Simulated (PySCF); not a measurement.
# C3H8GeS: the cost of one run

Computed with PySCF 2.14.0, with density-fitted response routines of our own, on a single molecule in the gas phase. Atoms count from 0, in the outputs and in this text.

## Step 1: Starting geometry

13 atoms, charge 0, multiplicity 1; geometry from: GFN2-xTB. The atoms were then displaced at random by about 0.01 Å, so the start is not that level's minimum.

Bonds of the start (Å): C0–Ge1 1.95, Ge1–C2 1.96, C2–C3 1.53, C2–S4 1.63, C0–H5 1.12, C0–H6 1.09, C0–H7 1.06, Ge1–H8 1.52, Ge1–H9 1.50, C3–H10 1.06, C3–H11 1.08, C3–H12 1.10.

## Step 2: Geometry optimisation at PBE0-D3(BJ)/def2-SVP

Job settings and geometry (Å):

```
{"job": {"xc": "PBE0", "basis": "def2-SVP", "d3": "d3bj", "grid": 1, "shake": 0.01, "kind": "geom"}, "charge": 0, "multiplicity": 1}
C     -2.135100    -0.534180     0.714690
Ge    -0.781370     0.291830    -0.426340
C      1.008970    -0.205540     0.203090
C      2.243090     0.378350    -0.478380
S      1.191180    -1.234350     1.450130
H     -3.155680    -0.220590     0.379230
H     -2.016960    -0.191150     1.742100
H     -2.060370    -1.587150     0.674960
H     -0.851190     1.807840    -0.439480
H     -0.889800    -0.143320    -1.852850
H      3.135230    -0.006290    -0.055730
H      2.163040     0.153990    -1.535820
H      2.154770     1.473670    -0.385930
```

Run with:

```console
$ OMP_NUM_THREADS=1 python probes_run.py task.json out
```

This one command runs all jobs of the session in turn.

**Question.** How long does this first job take on 1 thread of Arm Neoverse V1, shared host, and how much memory does it need?

About 46 s, with a peak of 0.56 GiB.
